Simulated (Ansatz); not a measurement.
# Tc: the cost of one run

Program: the Python package of Ansatz 0.2.0. Level of theory: DFT PBEsol, plane waves, PAW. These are calculated values, not measurements.

### 1 The system

Tc Fm-3m: Symmetry: Fm-3m, No. 225, cubic system. The conventional cell has a = 3.850 Å, b = 3.850 Å, c = 3.850 Å, α = 90.00°, β = 90.00°, γ = 90.00°. Tc (site symmetry m-3m) is surrounded by 12 Tc at 2.72 Å.

Tc3Ir Pm-3m: It takes space group Pm-3m (No. 221, cubic). The conventional cell has a = 3.845 Å, b = 3.845 Å, c = 3.845 Å, α = 90.00°, β = 90.00°, γ = 90.00°. Ir (site symmetry m-3m) has 12 Tc at 2.72 Å as nearest neighbours. Tc (site symmetry 4/mmm) has 8 Tc at 2.72 Å and 4 Ir at 2.72 Å as nearest neighbours.

TcIr P4/mmm: The structure is tetragonal, space group P4/mmm (No. 123). The conventional cell has a = 2.715 Å, b = 2.715 Å, c = 3.840 Å, α = 90.00°, β = 90.00°, γ = 90.00°. Ir (site symmetry 4/mmm) has 4 Ir at 2.72 Å and 8 Tc at 2.72 Å as nearest neighbours. Tc (site symmetry 4/mmm) is surrounded by 8 Ir at 2.72 Å and 4 Tc at 2.72 Å.

TcIr3 Pm-3m: It takes space group Pm-3m (No. 221, cubic). Conventional cell: a = 3.835 Å, b = 3.835 Å, c = 3.835 Å, α = 90.00°, β = 90.00°, γ = 90.00°. Around Ir (site symmetry 4/mmm) lie 8 Ir at 2.71 Å and 4 Tc at 2.71 Å. Tc (site symmetry m-3m) is surrounded by 12 Ir at 2.71 Å.

Ir Fm-3m: The structure is cubic, space group Fm-3m (No. 225). The conventional cell has a = 3.830 Å, b = 3.830 Å, c = 3.830 Å, α = 90.00°, β = 90.00°, γ = 90.00°. Around Ir (site symmetry m-3m) lie 12 Ir at 2.71 Å.

The script holds or builds the structure itself.

### 2 The script

tc.py

```python
from collections import Counter

import ansatz as az
import numpy as np


def fcc(A, a):
    return (
        az.Lattice.fcc(a)
        .space_group(225)
        .atom(A, (0, 0, 0))
        .primitive()
    )

A_FIRST, A_LAST = 3.85, 3.83


def solve(name, crystal):
    calc = (
        crystal.calculation()
        .functional(az.Functional.PBESOL)
        .basis(550)
        .kpoints(spacing=0.33)
        .occupations("fermi_dirac", width=0.05)
        .band_table()
    )
    calc = calc.relax(force_tolerance=0.02, max_steps=40, fix_cell=["shape"])
    return calc.run(threads=1)


def volume_per_atom(outcome):
    return abs(np.linalg.det(outcome.lattice.cell_ang)) / len(outcome.lattice.sites)


def counts(outcome):
    return Counter(site.symbol for site in outcome.lattice.sites)

phases = {}
for k in range(4 + 1):
    a = A_FIRST + (A_LAST - A_FIRST) * k / 4
    cell = fcc("Tc", a).conventional().resolved()
    sites = [site.position for site in cell.sites if site.symbol == "Tc"]
    for position in sites[:k]:
        cell = cell.substitution("Ir", at=position, replaces="Tc")
    phases[f"Tc{4 - k}Ir{k}"] = cell.resolved()

done = {}
for name, crystal in phases.items():
    done[name] = solve(name, crystal)
    print(f"{name}: {done[name].report['energy_sigma0_ev']:.4f} eV, {len(done[name].lattice.sites)} atoms")

# x is the share of the second element on the mixed sites; both end members stand on this same lattice
x = {name: counts(o)["Ir"] / (counts(o)["Tc"] + counts(o)["Ir"]) for name, o in done.items()}
first, last = min(x, key=x.get), max(x, key=x.get)
energy = {name: o.report["energy_sigma0_ev"] / len(o.lattice.sites) for name, o in done.items()}
volume = {name: volume_per_atom(o) for name, o in done.items()}
rows = []
for name in sorted(done, key=x.get):
    line = lambda table: (1 - x[name]) * table[first] + x[name] * table[last]
    rows.append((name, x[name], 1000 * (energy[name] - line(energy)), volume[name], 100 * (volume[name] / line(volume) - 1)))
print("      cell       x(Ir)  E_mix (meV/atom)  V (A^3/atom)  excess V (%)")
for row in rows:
    print(f"{str(row[0]):>10}  {row[1]:10.3f}  {row[2]:+16.1f}  {row[3]:12.3f}  {row[4]:+12.2f}")
# a fit of these few cells to Omega x(1 - x); small periodic cells, not a random solution
shape = np.array([row[1] * (1 - row[1]) for row in rows])
print("Omega =", round(float(shape @ [row[2] for row in rows] / (shape @ shape)), 1), "meV/atom")
```

### 3 What the engine is handed

The engine receives this input (first run):

```yaml
crystal:
  lattice:
    - [3.85, 0.0, 0.0]
    - [2.357445088358655e-16, 3.85, 0.0]
    - [2.357445088358655e-16, 2.357445088358655e-16, 3.85]
  atoms:
    - { symbol: Tc, position: [0.0, 0.0, 0.0] }
    - { symbol: Tc, position: [0.0, 0.5, 0.5] }
    - { symbol: Tc, position: [0.5, 0.0, 0.5] }
    - { symbol: Tc, position: [0.5, 0.5, 0.0] }
basis:
  ecutwfc: 550.0
kpoints:
  mp_grid:
    kspacing: 0.33
hamiltonian:
  xc: pbesol
scf:
  occupations:
    method: fermi_dirac
    width: 0.05
relax:
  f_tol: 0.02
  max_steps: 40
  cell:
    fix: [shape]
output:
  eigenvalues: true
```

### 4 The run

Command:

```sh
python tc.py
```

Q: Estimate wall time and peak memory on 1 thread of Arm Neoverse V2, shared host.

About 51 s, with a peak of 0.45 GiB.
